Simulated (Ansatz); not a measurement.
# CH4OZn: the cost of one run

Method: PBE0-D4/def2-TZVP structures, single points in def2-TZVPP, no counterpoise correction; program: Ansatz 0.2.0, Gaussian basis.

Levels: SPW92, PBE-D4, BLYP-D4, r2SCAN-D4, B97M-V, PBE0-D4, B3LYP-D4, r2SCAN0-D4, BHLYP-D4, CAM-B3LYP-D4, wB97X-V, wB97M-V, B2PLYP, PBE-QIDH, RPA on PBE, Hartree-Fock, MP2, CCSD, CCSD(T).

Correlated methods freeze the cores. The 3s and 3p shells of Cu and Zn are frozen; filled d shells are correlated. B3LYP uses VWN-RPA correlation. B2PLYP carries no dispersion term here.

94 further runs of the same task are left out: 94 set aside as unsound or not needed. Runs told in other sessions of the task aren't counted.

## (1) The system as given

The complex: 9 atoms, charge 0, spin multiplicity 1.

Atoms are counted from 1 here; the program's logs count them from 0.

Bond lengths: Zn1–C3 1.920 Å, Zn1–O5 1.783 Å, H2–H4 0.749 Å, C3–H6 1.092 Å, C3–H7 1.092 Å, C3–H8 1.092 Å, O5–H9 0.958 Å. Angles: C3–Zn1–O5 176.6°, Zn1–C3–H6 110.8°, Zn1–C3–H7 110.2°, Zn1–C3–H8 110.9°, H6–C3–H7 108.3°, H6–C3–H8 108.3°, H7–C3–H8 108.3°, Zn1–O5–H9 117.1°.

As a file:

```
Zn    0.16737   -0.36194    0.49738
H    -0.08240   -0.65450   -2.69692
C    -0.36850    1.44566    0.85995
H     0.14713   -1.22988   -2.27565
O     0.64746   -2.02198    0.05722
H    -1.36896    1.47373    1.29611
H    -0.38072    2.02723   -0.06442
H     0.32319    1.92423    1.55604
H     0.91563   -2.60255    0.77039
```

Its parts: CH₄OZn holds atoms 1, 3, 5, 6, 7, 8, 9; H₂ holds atoms 2, 4. Each part counts its atoms afresh in its own runs.

## (2) Relaxing CH₄OZn alone

Input file relax-a/in.yaml:

```yaml
crystal:
  periodic: [false, false, false]
  atoms:
    - {symbol: Zn, position_ang: [0.167370, -0.361935, 0.497384]}
    - {symbol: C, position_ang: [-0.368496, 1.445658, 0.859947]}
    - {symbol: O, position_ang: [0.647459, -2.021984, 0.057219]}
    - {symbol: H, position_ang: [-1.368963, 1.473730, 1.296105]}
    - {symbol: H, position_ang: [-0.380720, 2.027227, -0.064415]}
    - {symbol: H, position_ang: [0.323191, 1.924233, 1.556038]}
    - {symbol: H, position_ang: [0.915634, -2.602545, 0.770394]}
basis:
  gaussian: {orbitals: def2-TZVP}
hamiltonian: {xc: pbe0, dispersion: d4}
relax: {f_tol: 0.005, max_steps: 200}
```

Run with:

```bash
> ansatz run in.yaml --threads 4 --pin off --events-out ev --progress --plain --max-ram 9574MiB
```

**Question.** How long does this run take on 4 threads of Arm Neoverse V1, shared host?

About 5.5 s.
